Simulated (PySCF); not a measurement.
# I3Tl (Tl(I)3): the cost of one run

Program: PySCF 2.14.0. Level of theory: several levels, as the steps say, no spin–orbit coupling. These are calculated values, not measurements.

3 further runs of the same task are left out: 2 for a known fault of the program, 1 that didn't finish.

**1. Starting geometry**

4 atoms, charge 0, spin multiplicity 1.

Bond lengths: Tl1–I2 2.760 Å, Tl1–I3 2.760 Å, Tl1–I4 2.762 Å. Angles: I2–Tl1–I3 120.1°, I2–Tl1–I4 119.9°, I3–Tl1–I4 119.9°.

Coordinates:

```
Tl    0.08980    0.00000    0.00000
I    -1.28797    0.00000    2.39157
I    -1.28797    0.00000   -2.39157
I     2.85183    0.00000    0.00000
```

Formal oxidation states: Tl +3. An earlier session relaxed this geometry at PBE, Tl def2-SVP with ECP60, I def2-SVP with ECP28 (singlet, point group D3h).

At PBE on the finer grid: E = -1065.737825 Eh, HOMO -6.65 eV, LUMO -4.79 eV, Mulliken charge on Tl1 +0.34 e, largest force component 0.024 eV/Å. 

Levels to run: BLYP; revPBE; wB97X; M06-L; PBE, TZVP; PBE, x2c-SVP. Hardware: 2 threads of Arm Neoverse V1, shared host.

**2. BLYP**

run.py (the lines that set the calculation)

```python
mol = gto.M(atom='''
Tl     0.08980     0.00000     0.00000
I     -1.28797     0.00000     2.39157
I     -1.28797     0.00000    -2.39157
I      2.85183     0.00000     0.00000''',
    basis={'Tl': 'def2-SVP', 'I': 'def2-SVP'},
    ecp={'Tl': 'def2-SVP', 'I': 'def2-SVP'},
    charge=0, spin=0)
mf = dft.RKS(mol, xc='BLYP')
mf.grids.atom_grid = (75, 302)
mf = mf.density_fit()  # fitting sets: Tl def2-universal-JKFIT, I def2-universal-JKFIT
mf.conv_tol = 1e-08; mf.max_cycle = 55
mf.kernel(dm0)  # dm0: the density of the relaxed state
```

The run is started by

```bash
OMP_NUM_THREADS=2 python run.py
```

**Question.** How long does this run take on 2 threads of Arm Neoverse V1, shared host?

About 6.6 s.
